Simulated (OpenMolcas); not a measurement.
# Os⁵⁺ among point charges: CASSCF and CASPT2 levels and susceptibility

Aim: the splitting of the states of Os⁵⁺ in the field of 2 point charges, its lowest levels with spin-orbit coupling and its magnetic susceptibility.

Program: OpenMolcas 26.06. Level of theory: state-averaged CASSCF and CASPT2, spin-orbit coupling by RASSI with atomic mean-field integrals. These are calculated values, not measurements, unless marked.

## (1) What is computed

```
Species                           : Os⁵⁺ (osmium, Z = 76, 71 electrons)
Basis                             : ANO-RCC-VTZP [8s7p5d3f2g1h], 104 functions
Scalar Hamiltonian                : DKH2, point nucleus
Inactive shells                   : 1s 2s 2p 3s 3p 3d 4s 4p 4d 4f 5s 5p
Active space                      : 3 electrons in 5 orbitals (5d)
Some configurations of this space : 5d3
Orbitals                          : optimised for each spin and parity, averaged over all roots
```

Outer shells as boxes (Hund's rule):

5d3
```
5d [↑ ][↑ ][↑ ][  ][  ]
```

The ion sits among 2 point charges of -1.5 e arranged as a linear pair (D∞h), 1.89 Å from the ion.

The work runs as a chain of OpenMolcas steps in one folder; each step below is one input file. Labels, J, g values, rates, χT and fits are worked out afterwards by a script from the matrices that RASSI stores. The input lists half of the charges; inversion (Group=XYZ) makes the rest.

## (2) One- and two-electron integrals

a.inp

```
&GATEWAY
Coord
1

Os 0.0 0.0 0.0
Basis=ANO-RCC-VTZP
Group=XYZ
NoMove
AngMom=0.0 0.0 0.0
AMFI
XField
1 Angstrom 0
0.000000 0.000000 1.890000 -1.500000
&SEWARD
```

Launch:

```sh
OMP_NUM_THREADS=1 MOLCAS_MEM=1689 MOLCAS_PROJECT=a pymolcas a.inp > a.log
```

## (3) CASSCF: quartets of even parity, 10 roots

a.inp

```
&RASSCF
FileOrb=start.orb
Symmetry=1
Spin=4
nActEl=3 0 0
Inactive=15 19
Ras2=5 0
CIRoot=10 10 1
SDav=10
CIMx=300
Iter=120 100
PrWF=0.3
OrbListing=Nothing
MaxOrb=0
>>> COPY $Project.JobIph JOB001
```

start.orb holds the contracted functions of the basis, ordered by shell, or the orbitals of the step before.

## (4) CASSCF: doublets of even parity, 40 roots

a.inp

```
&RASSCF
FileOrb=start.orb
Symmetry=1
Spin=2
nActEl=3 0 0
Inactive=15 19
Ras2=5 0
CIRoot=40 40 1
SDav=40
CIMx=300
Iter=120 100
PrWF=0.3
OrbListing=Nothing
MaxOrb=0
>>> COPY $Project.JobIph JOB002
```

## (5) State interaction with spin-orbit coupling

a.inp

```
&RASSI
NrOfJobIphs=2 10 40
1 2 3 4 5 6 7 8 9 10
1 2 3 4 5 6 7 8 9 10 11 12 13 14 15 16 17 18 19 20 21 22 23 24 25 26 27
28 29 30 31 32 33 34 35 36 37 38 39 40
IphNames
JOB001
JOB002
EJob
SpinOrbit
DIPRint=1.0
SOCoupling=1000.0
Subsets=2
Property=9
'ANGMOM' 1 'ANGMOM' 2 'ANGMOM' 3 'MLTPL  1' 1 'MLTPL  1' 2 'MLTPL  1' 3
'AMFI' 1 'AMFI' 2 'AMFI' 3
SOProperty=3
'ANGMOM' 1 'ANGMOM' 2 'ANGMOM' 3
```

## (6) CASPT2: IPEA 0.25, imaginary shift 0.1 (closed shells correlated: 5s 5p)

a.inp

```
>>> COPY JOB001 $Project.JobIph
&CASPT2
Multistate=10 1 2 3 4 5 6 7 8 9 10
NoMult
Frozen=14 16
IPEA=0.25
Imaginary=0.1
MaxIter=60
WThr=0.0 0.3 0.05
PrWF=0.5
NoMix
>>> COPY JOB002 $Project.JobIph
&CASPT2
Multistate=40 1 2 3 4 5 6 7 8 9 10 11 12 13 14 15 16 17 18 19 20 21 22
23 24 25 26 27 28 29 30 31 32 33 34 35 36 37 38 39 40
NoMult
Frozen=14 16
IPEA=0.25
Imaginary=0.1
MaxIter=60
WThr=0.0 0.3 0.05
PrWF=0.5
NoMix
```

(Steps that only read results are left out.)

What does the calculation give? Wanted: spin-free ground state; first state of the same spin within the active space; lowest level; next level.

The runs gave:

```
                                            quantity                                                                        value
                                              method  SS-CASPT2, IPEA 0.25, imaginary shift 0.1 (closed shells correlated: 5s 5p)
                              spin-free ground state                                              4Pi, 2-fold in its orbital part
first state of the same spin within the active space                                                          4Sigma at 3280 cm⁻¹
                                        lowest level                                                 2-fold, g = 0.54, 0.74, 0.74
                                          next level                                                                  4766.6 cm⁻¹
                                         χT at 300 K                                                               0.07 cm³ K/mol
                           effective moment at 300 K                                                                      0.75 μB
```

Cost by method:

```csv
method,time of its own steps,time with the reference
A. CASSCF,15 s,15 s
"B. SS-CASPT2, IPEA 0.25, imaginary shift 0.1, +5s 5p",22 s,37 s
```

Times are of one thread on a shared host.

What this shows: The spin-free ground state (4Pi) comes to 73 % from free-ion F terms and keeps the highest spin of the shell. χT at 300 K is 0.07, against 1.88 cm³ K/mol for the spin alone, so spin-orbit coupling lowers it. CASPT2 does not keep the components of a term degenerate, and the means are used. The field of point charges can differ much from that of real complexes. This is an electrostatic model: the charges have no orbitals.
